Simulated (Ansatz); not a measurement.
# CH3AlI radical: single points off equilibrium

Aim: energy, forces and dipole at a structure displaced at random from a GFN2-xTB minimum, from CCSD(T) and from density functionals.

Computed with Ansatz 0.2.0, Gaussian basis. Level: single points in def2-TZVPP.

Correlated methods freeze the cores. Filled d shells of the heavier atoms are correlated. Core potentials replace the inner electrons past krypton, and spin-orbit coupling is left out. Orbitals are unrestricted.

### Step 1. Starting geometry

SMILES `[CH3][Al][I]`, 6 atoms, charge 0, spin multiplicity 2.

Atoms are counted from 1 here; the program's logs count them from 0.

Bond lengths: C1–Al2 1.956 Å, C1–H4 0.943 Å, C1–H5 1.055 Å, C1–H6 1.334 Å, Al2–I3 2.587 Å. Angles: Al2–C1–H4 124.6°, Al2–C1–H5 113.9°, Al2–C1–H6 91.4°, H4–C1–H5 110.5°, H4–C1–H6 117.5°, H5–C1–H6 93.2°, C1–Al2–I3 116.6°.

Geometry (Å):

```xyz
6

C    -0.34240    0.58060   -0.25560
Al    0.60310   -1.12700   -0.38810
I     2.23160   -1.70410    1.53800
H     0.07580    1.41560   -0.12710
H    -1.24270    0.53010    0.29240
H    -0.95450    0.37060   -1.42240
```

### Step 2. CCSD(T)/def2-TZVPP

Contents of run/in.yaml:

```yaml
crystal:
  periodic: [false, false, false]
  atoms:
    - {symbol: C, position_ang: [-0.342400, 0.580600, -0.255600]}
    - {symbol: Al, position_ang: [0.603100, -1.127000, -0.388100]}
    - {symbol: I, position_ang: [2.231600, -1.704100, 1.538000]}
    - {symbol: H, position_ang: [0.075800, 1.415600, -0.127100]}
    - {symbol: H, position_ang: [-1.242700, 0.530100, 0.292400]}
    - {symbol: H, position_ang: [-0.954500, 0.370600, -1.422400]}
basis:
  gaussian: {orbitals: def2-TZVPP}
magnetization: {spin_polarized: true, initial_magnetization: 1}
correlation: {method: ccsd_t}
scf: {omitted_lower_state_checks: [cluster_reference]}
```

Started as:

```bash
$ ansatz run in.yaml --threads 8 --pin off --events-out ev --progress --plain --max-ram 10444MiB
```

### Step 3. PBE0-D4/def2-TZVPP

Changes to run/in.yaml since step 2:

```diff
@@ -12,3 +12,3 @@
 magnetization: {spin_polarized: true, initial_magnetization: 1}
-correlation: {method: ccsd_t}
-scf: {omitted_lower_state_checks: [cluster_reference]}
+hamiltonian: {xc: pbe0, dispersion: d4}
+output: {forces: true, orbitals: {seedname: orbitals}}
```

### Step 4. wB97M-V/def2-TZVPP

Changes to run/in.yaml since step 3:

```diff
@@ -12,3 +12,3 @@
 magnetization: {spin_polarized: true, initial_magnetization: 1}
-hamiltonian: {xc: pbe0, dispersion: d4}
-output: {forces: true, orbitals: {seedname: orbitals}}
+hamiltonian: {xc: {name: wB97M-V}}
+output: {forces: true}
```

### Step 5. r2SCAN-D4/def2-TZVPP

Changes to run/in.yaml since step 4:

```diff
@@ -12,3 +12,3 @@
 magnetization: {spin_polarized: true, initial_magnetization: 1}
-hamiltonian: {xc: {name: wB97M-V}}
+hamiltonian: {xc: r2scan, dispersion: d4}
 output: {forces: true}
```

### Step 6. PBE-D4/def2-TZVPP

Changes to run/in.yaml since step 5:

```diff
@@ -12,3 +12,3 @@
 magnetization: {spin_polarized: true, initial_magnetization: 1}
-hamiltonian: {xc: r2scan, dispersion: d4}
+hamiltonian: {xc: pbe, dispersion: d4}
 output: {forces: true}
```

### Step 7. r2SCANh-D4/def2-TZVPP

Changes to run/in.yaml since step 6:

```diff
@@ -12,3 +12,3 @@
 magnetization: {spin_polarized: true, initial_magnetization: 1}
-hamiltonian: {xc: pbe, dispersion: d4}
+hamiltonian: {xc: {name: r2SCANh}, dispersion: d4}
 output: {forces: true}
```

### Step 8. BLYP-D4/def2-TZVPP

Changes to run/in.yaml since step 7:

```diff
@@ -12,3 +12,3 @@
 magnetization: {spin_polarized: true, initial_magnetization: 1}
-hamiltonian: {xc: {name: r2SCANh}, dispersion: d4}
+hamiltonian: {xc: {name: BLYP}, dispersion: d4}
 output: {forces: true}
```

(Steps that only read results are left out.)

Q: Predict the outcome of this session. Wanted: energy less free atoms, CCSD(T)/def2-TZVPP; RMS force component; HOMO and LUMO, PBE0-D4; T1 diagnostic.

The runs gave:

| quantity | value |
| --- | --- |
| energy less free atoms, CCSD(T)/def2-TZVPP | -396.1 kcal/mol |
| RMS force component | 3.104 to 3.230 eV/Å over the methods |
| HOMO and LUMO, PBE0-D4 | -6.02 and -2.88 eV |
| T1 diagnostic | 0.012 |

What this shows: Against CCSD(T) the functionals' energies less atoms differ by -18.5 to -7.6 kcal/mol, PBE-D4 by -18.5 kcal/mol. The reference is not at the basis limit: in triple zeta CCSD(T) underbinds, which counts against methods that bind more; the gaps are no ranking. No sound CCSD(T) forces are at hand. Among the functionals the RMS force differs by up to 4 %.
